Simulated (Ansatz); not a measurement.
This script makes a test of the smearing width of Ta3Re, space group Fm-3m with the Ansatz DFT code, driven from Python.

The script, `ta3re.py`:
```python
# -*- coding: utf-8 -*-
"""Smearing width test for Ta3Re."""

import ansatz as az


def main():
    lattice = az.Lattice.of(
        [0.0, 3.237517, 3.237517],
        [3.237517, 0.0, 3.237517],
        [3.237517, 3.237517, 0.0],
    )
    sites = [
        ("Ta", [0.25, 0.25, 0.25]),
        ("Ta", [0.75, 0.75, 0.75]),
        ("Ta", [0.5, 0.5, 0.5]),
        ("Re", [0.0, 0.0, 0.0]),
    ]
    structure = az.Crystal(lattice=lattice)
    for symbol, position in sites:
        structure = structure.atom(symbol, position)

    setup = (
        structure.calculation()
        .functional("r2scan", dispersion="D4")
        .pseudopotentials("nc")
        .accuracy("medium")
        .kpoints(4, 4, 4, center="monkhorst-pack")
        .eigensolver("davidson", mixed_precision=False)
        .scf(self_checks="high")
        .stress()
    )

    rows = []
    for value in [0.25, 0.15, 0.1, 0.05, 0.025]:
        summary = setup.occupations("cold", width=value).run().report
        rows.append((value, summary["free_energy_ev"] / len(summary["lattice"]["sites"]), summary["n_iterations"], sum(summary["stress_gpa"][i][i] for i in range(3)) / 3, summary["n_kpoints"]))

    print("  width (eV)   F/atom (eV)    iterations       P (GPa)      k-points")
    for row in rows:
        print(f"{str(row[0]):>12s}  {row[1]:12.5f}  {row[2]:12d}  {row[3]:12.3f}  {row[4]:12d}")

    # the last row is the reference
    for row in rows[:-1]:
        shift = 1000 * (row[1] - rows[-1][1])
        print(f"{row[0]}: {shift:+.2f} meV/atom" + ("  (within 2 meV)" if abs(shift) < 2 else ""))


if __name__ == "__main__":
    main()
```

How much does the free energy per atom change between the narrowest and the widest smearing, and why?

Going from 0.025 to 0.25 eV changes F by -1.3 meV an atom. This scheme is built to cancel the term in the square of the width, so the shifts stay small and are partly the mesh's error. The pressure moves from -1.25 to -1.20 GPa.

The run itself:

```console
$ python ta3re.py
DeckWarning: basis.ecutwfc = 1230 eV, auto-derived from the records' recommended cutoffs: set by Re (normal level)
DeckWarning: crystal.symmetry: narrowed to the stabiliser of the k-point mesh — unitary ops 48 → 12; excluded 36 operations that carry a point of the 4×4×4 mesh (shift [0.5, 0.5, 0.5]) off the mesh (the run samples exactly the mesh kpoints.mp_grid names, as [...]
  width (eV)   F/atom (eV)    iterations       P (GPa)      k-points
        0.25   -2124.32809             8        -1.203            10
        0.15   -2124.32722             9        -1.177            10
         0.1   -2124.32709             9        -1.270            10
        0.05   -2124.32687            10        -1.296            10
       0.025   -2124.32682            14        -1.250            10
0.25: -1.27 meV/atom  (within 2 meV)
0.15: -0.40 meV/atom  (within 2 meV)
0.1: -0.26 meV/atom  (within 2 meV)
0.05: -0.04 meV/atom  (within 2 meV)
```
(Warnings from the package without file and line, shortened.)

Reading the output:
- Such functionals run on norm-conserving files made under PBE, which can move pressures by some GPa.
- Dispersion corrections can be off by several per cent in the lattices of metals, and by several GPa in the pressure at a fixed cell.
- The mesh is modest for a metal, so energies can be off by several to tens of meV an atom and pressures by half a GPa or more; differences at equal mesh fare better.
- The narrowest width needs the finest mesh, so the last row is no converged reference.
- Pressure is positive in compression.
- Spin-orbit coupling, which matters for elements this heavy, is left out.
- The structure comes from a database of computed cells and needn't be a stable or known phase.
- Timing: 120 s on 1 thread of Arm Neoverse V1, on a shared host, peak memory 1.2 GiB.

(A comment or docstring line of the script was reworded after the run, the code is as it ran; lines on the test bed's own set-up are left out of the output.)
